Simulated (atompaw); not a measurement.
**Pseudopotential generation for Au: PAW (atompaw), PBE**

Aim: build the potential from the settings below, then test how well it stands in for the atom: scattering, ghost states and the plane-wave cutoff that it needs.

Program: atompaw 4.2.0.5. Reference atom: PBE, scalar-relativistic, spherical and spin-unpolarised. All values are calculated.

## Step 1: The design

Typed settings, in words:

- element: gold (Au, Z = 79)
- type: PAW
- frozen core: [Kr] 4d10
- valence charge: 33
- reference configuration: 4f14 5s2 5p6 5d9 6s2 6p0
- partial waves: 5s (bound): rc 1.55 bohr; 6s (bound): rc 1.80 bohr; 5p (bound): rc 1.35 bohr; 6p (bound, empty): rc 2.05 bohr; 5d (bound): rc 2.05 bohr; 5d channel at 0.4 Ry: rc 2.05 bohr; 4f (bound): rc 0.65 bohr; 4f channel at -3.3 Ry: rc 0.65 bohr
- local potential: bessel scheme, radius 1.50 bohr
- core correction: smooth core density matched at 1.05 bohr
- augmentation charge: besselshape compensation charge, radius 1.85 bohr; PAW radius 2.05 bohr; waves and projectors: custom rrkj gramschmidtortho

## Step 2: Generation

Contents of Au.input:

```
Au 79
GGA-PBE scalarrelativistic loggrid 2001 logderivrange -10 5 376
6 6 5 4 0 0
6 1 0
5 2 9
0 0 0
c
c
c
c
v
v
c
c
c
v
v
c
c
v
v
3
2.05 1.85 1.50 1.05
n
n
y
0.4
n
y
-3.3
n
custom rrkj gramschmidtortho besselshape
bessel
1.55
1.80
1.35
2.05
2.05
2.05
0.65
0.65
PWSCFOUT
UPFDX 0.0125d0 UPFXMIN -7.d0 UPFZMESH 79.d0
END
```

Started as:

```
atompaw < Au.input > Au.log
```

What does the calculation give? Wanted: cutoffs; bound ghosts; largest phase difference near zero energy, channels read; lowest eigenvalue of the overlap; share of valence orbitals outside the PAW sphere; UPF file.

The runs gave:

| quantity | value |
| --- | --- |
| cutoffs | not determined |
| bound ghosts | not determined |
| largest phase difference near zero energy, channels read | 0.012 rad |
| lowest eigenvalue of the overlap (Bessel basis) | 0.122 (s) |
| share of valence orbitals outside the PAW sphere | 5s 0 %, 6s 75 %, 5p 1 %, 6p 95 %, 5d 19 %, 4f 0 % |
| UPF file | written |

Even at 400 Ry an occupied level stays 7 mRy from its reference, so no cutoffs are read. Ghosts could not be judged. Near zero energy the phases of the channels with partial waves agree within 0.012 rad. All of this concerns the isolated atom, not yet a solid.
